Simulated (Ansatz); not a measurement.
# Hf (P6_3/mmc): equation of state

An exercise on one series of results from a longer session: the logs are not shown, and one member is left open.

Computed with Ansatz 0.2.0 (DFT r²SCAN, scalar-relativistic, plane waves, PAW, unless a step's input says otherwise).

## The system as given

The structure is hexagonal, space group P6_3/mmc (No. 194). The conventional cell has a = 3.198 Å, b = 3.198 Å, c = 5.051 Å, α = 90.00°, β = 90.00°, γ = 120.00°. Hf (site symmetry -6m2) is surrounded by 12 Hf at 3.13 to 3.20 Å.

Structure file:

```cif
data_structure
_symmetry_space_group_name_H-M 'P 1'
_symmetry_Int_Tables_number 1
_cell_length_a 3.1979
_cell_length_b 3.1979
_cell_length_c 5.0509
_cell_angle_alpha 90.000
_cell_angle_beta 90.000
_cell_angle_gamma 120.000
_cell_volume 44.73
loop_
_atom_site_label
_atom_site_type_symbol
_atom_site_fract_x
_atom_site_fract_y
_atom_site_fract_z
_atom_site_occupancy
Hf1 Hf 0.33333 0.66667 0.25000 1
Hf2 Hf 0.66667 0.33333 0.75000 1
```

An earlier run at r²SCAN left this cell at 22.366 Å³/atom and 0.00 GPa (16×16×10 mesh).

Volume factors to run: 0.980, 1.020, 0.960, 1.040.

Set-up of the first run:

Contents of input.yaml:

```yaml
crystal:
  lattice:
    - [3.1764177189, 0.0, 0.0]
    - [-1.5882088595, 2.7508584376, 0.0]
    - [0.0, 0.0, 5.0170477739]
  atoms:
    - { symbol: Hf, position: [0.3333333333, 0.6666666667, 0.25] }
    - { symbol: Hf, position: [0.6666666667, 0.3333333333, 0.75] }
basis:
  ecutwfc: 500
  ecutrho_ratio: 4
kpoints:
  mp_grid: { grid: [16, 16, 10] }
hamiltonian:
  xc: r2scan
scf:
  occupations: { method: gaussian, width: 0.05 }
output:
  forces: true
  stress: true
  eigenvalues: true
relax:
  f_tol: 0.01
  max_steps: 40
  cell: { stress_tol: 0.1, fix: [volume] }
```

The run is started by

```console
> ansatz run input.yaml --threads 1 --pin off --max-ram 2560MiB --backend cpu --events-out ev --progress --plain --runs-dir out
```

Steps of the session up to this table: At 0.980 of the relaxed volume; Scaling the volume by 1.020; Scaling the volume by 0.960; Scaling the volume by 1.040.

One of the session's tables, all rows but one given; the rest of the session is left out.

It belongs to the step «Energy and pressure against volume». 

```
volume (Å³/atom)  energy (meV/atom)  pressure (GPa)
          21.472              13.34            4.82
          21.919               3.27            2.33
          22.366               0.00            0.00
          22.814                  ?               ?
          23.261              11.72           -4.11
```

Estimate the missing values for volume (Å³/atom) = 22.814.

Worked estimate for «energy (meV/atom)». A straight line through the neighbours (22.366, 0.00) and (23.261, 11.72) gives 0.00 + (11.72 − 0.00) × (22.814 − 22.366) / (23.261 − 22.366) = 5.87; a parabola fitted to 3 rows on both sides gives 2.82.

The run gave: energy (meV/atom): 2.97; pressure (GPa): -2.14. In «energy (meV/atom)» the line misses by +2.90 and the parabola by -0.15.
